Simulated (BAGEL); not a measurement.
# C2H7NSi (SMILES NC1C[SiH2]1): a chain of runs

Wanted: the energy (HF/def2-SV(P)), then the energy (NEVPT2(2,2)/def2-SV(P)), then a single-point energy (CASPT2(2,2)/def2-SV(P)) of C2H7NSi. 

Program for the calculation: BAGEL 1.2.2.

2 further runs of the same task are left out: 2 set aside as unsound or not needed.

### 1 The system as given

The species is C2H7NSi (11 atoms), meant as a singlet with charge 0. SMILES: `NC1C[SiH2]1`. The N1–C2 distance was set to 1.940 Å, away from the relaxed value.

Bond lengths: C2–C3 1.539 Å, C2–Si4 1.862 Å, C3–Si4 1.848 Å, N1–H5 1.011 Å, N1–H6 1.014 Å, C2–H7 1.094 Å, C3–H8 1.085 Å, C3–H9 1.086 Å, Si4–H10 1.479 Å, Si4–H11 1.476 Å. Some angles: C2–C3–Si4 65.9°, C3–C2–Si4 65.0°, C2–Si4–C3 49.0°, C2–C3–H8 117.0°, C2–C3–H9 114.2°, Si4–C3–H8 120.5°, Si4–C3–H9 117.1°, C3–C2–H7 113.0°, Si4–C2–H7 116.4°, C2–Si4–H10 119.1°. A long bond or contact: N1–C2 1.940 Å.

### 2 A single-point energy at HF/def2-SV(P) (density fitting with svp-jkfit) (run 1)

Contents of input.json:

```json
{ "bagel" : [

{
  "title" : "molecule",
  "basis" : "def2-sv_p_.json",
  "df_basis" : "svp-jkfit",
  "angstrom" : true,
  "geometry" : [
    { "atom" : "N", "xyz" : [   -1.822058,    0.909646,   -0.418886 ] },
    { "atom" : "C", "xyz" : [    0.048100,    0.587400,   -0.015100 ] },
    { "atom" : "C", "xyz" : [    0.296100,   -0.519700,    1.025200 ] },
    { "atom" : "Si", "xyz" : [    0.845000,   -0.955900,   -0.685100 ] },
    { "atom" : "H", "xyz" : [   -1.935258,    1.371846,   -1.310686 ] },
    { "atom" : "H", "xyz" : [   -2.258858,    1.485046,    0.292814 ] },
    { "atom" : "H", "xyz" : [    0.701400,    1.454200,    0.118600 ] },
    { "atom" : "H", "xyz" : [    1.025100,   -0.311700,    1.801300 ] },
    { "atom" : "H", "xyz" : [   -0.607900,   -0.997000,    1.390600 ] },
    { "atom" : "H", "xyz" : [    2.288700,   -0.939900,   -1.005500 ] },
    { "atom" : "H", "xyz" : [    0.030300,   -1.890100,   -1.486800 ] }
  ]
},
{ "title" : "hf" },
{ "title" : "print", "file" : "orbitals.molden", "orbitals" : true }

]}
```

The basis set def2-SV(P) is read from a file made from the Basis Set Exchange's data (not shown).

Command:

```console
$ BAGEL_NUM_THREADS=1 BAGEL input.json > input.out
```

What it wrote:

```text
* using 1 threads per process

  ===============================================================
  ===============================================================

  *** Geometry ***

  { "atom" : "N", "xyz" : [     -3.443191,      1.718982,     -0.791580 ] },
  { "atom" : "C", "xyz" : [      0.090896,      1.110025,     -0.028535 ] },
  { "atom" : "C", "xyz" : [      0.559548,     -0.982091,      1.937347 ] },
  { "atom" : "Si", "xyz" : [      1.596819,     -1.806389,     -1.294651 ] },
  { "atom" : "H", "xyz" : [     -3.657108,      2.592413,     -2.476838 ] },
  { "atom" : "H", "xyz" : [     -4.268623,      2.806330,      0.553338 ] },
  { "atom" : "H", "xyz" : [      1.325454,      2.748040,      0.224122 ] },
  { "atom" : "H", "xyz" : [      1.937158,     -0.589028,      3.403964 ] },
  { "atom" : "H", "xyz" : [     -1.148765,     -1.884057,      2.627853 ] },
  { "atom" : "H", "xyz" : [      4.325016,     -1.776154,     -1.900120 ] },
  { "atom" : "H", "xyz" : [      0.057259,     -3.571771,     -2.809645 ] },

  Number of auxiliary basis functions:      481

  Since a DF basis is specified, we compute 2- and 3-index integrals:
    o Being stored without compression. Storage requirement is 0.021 GB

  Number of basis functions:       74
  Number of electrons      :       40

    * METHOD: MOLECULE                             0.21

  *** RHF ***

  === Nuclear Repulsion ===
   155.9348836879

      * DIIS with orbital gradients will be used.

  === RHF iteration (def2-sv_p_.json) ===
      0       -422.62159381          0.01928433           0.05
      1       -422.77566282          0.01097891           0.05
      2       -422.83014945          0.00194382           0.05
      3       -422.83278105          0.00083893           0.05
      4       -422.83314287          0.00018880           0.05
      5       -422.83320003          0.00006722           0.05
      6       -422.83320848          0.00002163           0.05
      7       -422.83320906          0.00000799           0.05
      8       -422.83320915          0.00000259           0.05
      9       -422.83320916          0.00000096           0.05
     10       -422.83320916          0.00000046           0.05
     11       -422.83320916          0.00000019           0.05
     12       -422.83320916          0.00000008           0.05
     13       -422.83320916          0.00000003           0.05
     14       -422.83320916          0.00000001           0.05
     15       -422.83320916          0.00000001           0.05
    * SCF iteration converged.

    * Permanent dipole moment:
           (   -0.515540,    -0.264916,     0.005946) a.u.

    * METHOD: HF                                   0.92

    * METHOD: PRINT                                0.02

  ===============================================================
```

Run time: 1.6 s. Hardware: 1 thread of AMD EPYC 7R43 (Zen 3), shared host; peak memory 0.14 GiB.

### 3 The energy at NEVPT2(2,2)/def2-SV(P) (density fitting with svp-jkfit) (run 2)

Contents of job.json:

```json
{ "bagel": [

{
  "title": "molecule",
  "basis": "def2-sv_p_.json",
  "df_basis": "svp-jkfit",
  "angstrom": "true",
  "geometry": [
    { "atom": "N", "xyz": [   -1.822058,    0.909646,   -0.418886 ] },
    { "atom": "C", "xyz": [    0.048100,    0.587400,   -0.015100 ] },
    { "atom": "C", "xyz": [    0.296100,   -0.519700,    1.025200 ] },
    { "atom": "Si", "xyz": [    0.845000,   -0.955900,   -0.685100 ] },
    { "atom": "H", "xyz": [   -1.935258,    1.371846,   -1.310686 ] },
    { "atom": "H", "xyz": [   -2.258858,    1.485046,    0.292814 ] },
    { "atom": "H", "xyz": [    0.701400,    1.454200,    0.118600 ] },
    { "atom": "H", "xyz": [    1.025100,   -0.311700,    1.801300 ] },
    { "atom": "H", "xyz": [   -0.607900,   -0.997000,    1.390600 ] },
    { "atom": "H", "xyz": [    2.288700,   -0.939900,   -1.005500 ] },
    { "atom": "H", "xyz": [    0.030300,   -1.890100,   -1.486800 ] }
  ]
},
{
  "title": "hf"
},
{
  "title": "casscf",
  "nstate": 1,
  "nact": 2,
  "nclosed": 19,
  "active": [17, 21],
  "maxiter": 200,
  "natocc": "true"
},
{
  "title": "nevpt2",
  "nstate": 1,
  "nact": 2,
  "nclosed": 19,
  "active": [17, 21],
  "maxiter": 200,
  "natocc": "true",
  "ncore": 8
},
{
  "title": "print",
  "file": "orbitals.molden",
  "orbitals": "true"
}

]}
```

The basis set def2-SV(P) is read from a file made from the Basis Set Exchange's data (not shown).

Command:

```console
$ BAGEL_NUM_THREADS=1 BAGEL job.json > job.out
```

What it wrote:

```text
* using 1 threads per process

  ===============================================================
  ===============================================================

  *** Geometry ***

  { "atom" : "N", "xyz" : [     -3.443191,      1.718982,     -0.791580 ] },
  { "atom" : "C", "xyz" : [      0.090896,      1.110025,     -0.028535 ] },
  { "atom" : "C", "xyz" : [      0.559548,     -0.982091,      1.937347 ] },
[... 7 lines of this table left out ...]
  { "atom" : "H", "xyz" : [      0.057259,     -3.571771,     -2.809645 ] },

  Number of auxiliary basis functions:      481

  Since a DF basis is specified, we compute 2- and 3-index integrals:
    o Being stored without compression. Storage requirement is 0.021 GB

[... 18 lines left out ...]
    * SCF iteration converged.
[... 1 line left out ...]
    * Permanent dipole moment:
[... 27 lines left out ...]
    * Second-order optimization converged. *
[... 1 line left out ...]
     guess   0:   closed 1.                   open ..

  === FCI iteration ===

      0  0      -422.83147258     9.00e-02      0.00
      1  0      -422.87060271     4.90e-03      0.00
      2  0 *    -422.87076487     6.83e-16      0.00

     * ci vector, state   0, <S^2> = 0.0000
       2.     0.9769791401
       .2    -0.2133348539

    * METHOD: CASSCF                               3.48

    * freezing 8 orbitals

  === DF-NEVPT2 calculation ===

    * 3-index integral transformation done
    * assembly done

      NEVPT2 correlation energy:   -0.4717591622      0.11

          (+0)     -0.3686278606
          (+0)'    -0.0364051763
          (+1)     -0.0142827727
          (+1)'    -0.0000000000
          (+2)     -0.0008410469
          (-1)     -0.0482114218
          (-1)'     0.0000000000
          (-2)     -0.0033908839

      NEVPT2 total energy:       -423.3425240359

    * METHOD: NEVPT2                               0.21

    * METHOD: PRINT                                0.02

  ===============================================================
```

It took 5.4 s on 1 thread of AMD EPYC 7R43 (Zen 3), shared host; peak memory 0.14 GiB.

### 4 A single-point energy at CASPT2(2,2)/def2-SV(P) (density fitting with svp-jkfit) (run 3)

Contents of caspt2.json:

```json
{ "bagel" : [

{
  "title" : "molecule",
  "basis" : "def2-sv_p_.json",
  "df_basis" : "svp-jkfit",
  "angstrom" : true,
  "geometry" : [
    { "atom" : "N", "xyz" : [      -1.822058,       0.909646,      -0.418886 ] },
    { "atom" : "C", "xyz" : [       0.048100,       0.587400,      -0.015100 ] },
    { "atom" : "C", "xyz" : [       0.296100,      -0.519700,       1.025200 ] },
    { "atom" : "Si", "xyz" : [       0.845000,      -0.955900,      -0.685100 ] },
    { "atom" : "H", "xyz" : [      -1.935258,       1.371846,      -1.310686 ] },
    { "atom" : "H", "xyz" : [      -2.258858,       1.485046,       0.292814 ] },
    { "atom" : "H", "xyz" : [       0.701400,       1.454200,       0.118600 ] },
    { "atom" : "H", "xyz" : [       1.025100,      -0.311700,       1.801300 ] },
    { "atom" : "H", "xyz" : [      -0.607900,      -0.997000,       1.390600 ] },
    { "atom" : "H", "xyz" : [       2.288700,      -0.939900,      -1.005500 ] },
    { "atom" : "H", "xyz" : [       0.030300,      -1.890100,      -1.486800 ] }
  ]
},

{ "title" : "hf", "charge" : 0 },

{ "title" : "casscf", "nstate" : 1, "nact" : 2, "nclosed" : 19, "charge" : 0, "active" : [17, 21], "maxiter" : 200, "natocc" : true },

{ "title" : "print", "file" : "orbitals.molden", "orbitals" : true },

{ "title" : "smith", "method" : "caspt2", "ms" : true, "xms" : true, "sssr" : true, "shift" : 0.2, "shift_imag" : true, "ncore" : 8 }

]}
```

The basis set def2-SV(P) is read from a file made from the Basis Set Exchange's data (not shown).

Command:

```console
$ BAGEL_NUM_THREADS=1 BAGEL caspt2.json > caspt2.out
```

What it wrote:

```text
* using 1 threads per process

  ===============================================================
  ===============================================================

  *** Geometry ***

  { "atom" : "N", "xyz" : [     -3.443191,      1.718982,     -0.791580 ] },
  { "atom" : "C", "xyz" : [      0.090896,      1.110025,     -0.028535 ] },
  { "atom" : "C", "xyz" : [      0.559548,     -0.982091,      1.937347 ] },
[... 7 lines of this table left out ...]
  { "atom" : "H", "xyz" : [      0.057259,     -3.571771,     -2.809645 ] },

  Number of auxiliary basis functions:      481

  Since a DF basis is specified, we compute 2- and 3-index integrals:
    o Being stored without compression. Storage requirement is 0.021 GB

[... 18 lines left out ...]
    * SCF iteration converged.
[... 1 line left out ...]
    * Permanent dipole moment:
[... 27 lines left out ...]
    * Second-order optimization converged. *
[... 9 lines left out ...]
     * ci vector, state   0, <S^2> = 0.0000
[... 16 lines left out ...]
    * Zeroth order energy : state  0       -0.8377371325
[... 4 lines left out ...]
       #      aibj      arbs      arbi      airj      risj      airs      arst      rist         Etot      error   time
[... 2 lines left out ...]
       0  -0.36748  -0.00401  -0.04933  -0.01524  -0.00121  -0.03310  -0.00000  -0.00000   -0.4703771  0.0018101   0.07
       1  -0.36770  -0.00405  -0.04954  -0.01542  -0.00127  -0.03366  -0.00000  -0.00000   -0.4716361  0.0002609   0.06
       2  -0.36772  -0.00405  -0.04953  -0.01542  -0.00127  -0.03368  -0.00000  -0.00000   -0.4716708  0.0000500   0.06
       3  -0.36772  -0.00405  -0.04953  -0.01542  -0.00127  -0.03368  -0.00000  -0.00000   -0.4716717  0.0000103   0.06
       4  -0.36772  -0.00405  -0.04953  -0.01542  -0.00128  -0.03368   0.00000  -0.00000   -0.4716718  0.0000021   0.06
       5  -0.36772  -0.00405  -0.04953  -0.01542  -0.00128  -0.03368  -0.00000  -0.00000   -0.4716718  0.0000004   0.07

      ------------------------------------------------------------------------------------------------------------------

    * CASPT2 energy : state  0     -423.3454885297
        w/o shift correction       -423.3424366583
        reference weight              0.8502382173

    * METHOD: SMITH                                0.54

  ===============================================================
```

Run time: 6 s. Hardware: 1 thread of AMD EPYC 7R43 (Zen 3), shared host; peak memory 0.14 GiB.

### 5 Results

```
                                   quantity          value
         run 1, HF/def2-SV(P): total energy  -422.83321 Eh
        run 1, HF/def2-SV(P): dipole moment         1.47 D
          run 1, HF/def2-SV(P): HOMO energy       -9.60 eV
          run 1, HF/def2-SV(P): LUMO energy        3.58 eV
        run 1, HF/def2-SV(P): HOMO–LUMO gap       13.18 eV
run 2, NEVPT2(2,2)/def2-SV(P): total energy  -423.34252 Eh
run 3, CASPT2(2,2)/def2-SV(P): total energy  -423.34549 Eh
```
